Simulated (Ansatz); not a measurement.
**Ba2Bi3: from the start to rest**

Wanted: the geometry at rest of Ba2Bi3 (a database entry, slightly rescaled), relaxing cell and atoms at 5 GPa, and its electronic structure there.

Computed, not measured: Ansatz 0.2.0, DFT, r2SCAN, no spin polarisation, plane waves, PAW.

**1. The structure**

It takes space group Immm (No. 71, orthorhombic). The conventional cell has a = 4.827 Å, b = 8.003 Å, c = 9.999 Å, α = 90.00°, β = 90.00°, γ = 90.00°. Bi (site symmetry mmm) is surrounded by 4 Bi at 3.39 Å and 4 Ba at 3.66 Å. Bi (site symmetry m2m) has 3 Bi at 3.25 to 3.39 Å and 6 Ba at 3.64 to 3.68 Å as nearest neighbours. Ba (site symmetry mm2) has 8 Bi at 3.64 to 3.68 Å as nearest neighbours.

The coordinates stand in the input below.

The first density is read from a saved solution for the starting cell.

**2. Relaxing**

Contents of input.yaml:

```yaml
crystal:
  lattice:
    - [-2.41344, 4.001365, 4.999577]
    - [4.826881, 0.0, 0.0]
    - [2.41344, 4.001365, -4.999577]
  atoms:
    - { symbol: Bi, position: [0.0, 0.0, 0.0] }
    - { symbol: Bi, position: [0.7032, 0.5, 0.7032] }
    - { symbol: Bi, position: [0.2968, 0.5, 0.2968] }
    - { symbol: Ba, position: [0.7245, 0.2245, 0.2755] }
    - { symbol: Ba, position: [0.2755, 0.7755, 0.7245] }
  symmetry: { tolerance: 0.0003 }
kpoints:
  mp_grid: { grid: [6, 6, 6], shift: [0, 0, 0] }
magnetization:
  spin_polarized: false
scf:
  occupations: { method: fermi_dirac }
  lower_state_search: "off"
hamiltonian:
  pseudopotentials: { kind: paw }
  xc: r2scan
basis:
  ecutwfc: 500
  fft_grid_basis: typed
relax:
  max_steps: 40
  cell: { p_target: 5.0 }
  f_tol: 0.03
output:
  forces: true
  stress: true
  eigenvalues: true
  bader: true
  populations: true
  elf: true
  write_potential: true
  volumetric_format: npy
  dos:
    e_range: [-12, 8]
    de: 0.05
    projected: { site_lists: { Ba: [Ba], Bi: [Bi] } }
checkpoint:
  read: saved_state
```

Started as:

```sh
ansatz run input.yaml --threads 2 --pin off --max-ram 3584MiB --backend cpu --events-out ev --progress --plain --runs-dir out
```

**Question.** What will these runs give? Wanted: moves; largest move; cell; volume; pressure at the end; character; Bader charges.

**Answer**, as computed:

| quantity | value |
| --- | --- |
| moves | 4 |
| largest move | 0.02 Å (Ba) |
| space group (0.01 Å), before / after | Immm / Immm |
| cell | a = 6.654 Å, b = 4.669 Å, c = 6.654 Å, α = 69.46°, β = 109.65°, γ = 110.54° |
| volume | 35.17 Å³/atom (-9.0 %) |
| pressure at the end | 4.99 GPa |
| character | metal |
| density of states, mean within 0.25 eV of the Fermi level | 2 per eV per cell |
| Bader charges | Bi -0.95 to -0.51, Ba +1.20 e |

In words: The volume shrank by 9.0 %, and the largest move of an atom is 0.02 Å apart from the change of the cell. With 8 symmetry operations imposed, the end may be a saddle point towards distortions that break them. The cell is metallic; within 0.25 eV of the Fermi level the density of states averages 2 per eV per cell, mostly Bi p (76 %). Ba loses most charge (+1.20 e on average) and Bi gains most (-0.80 e).
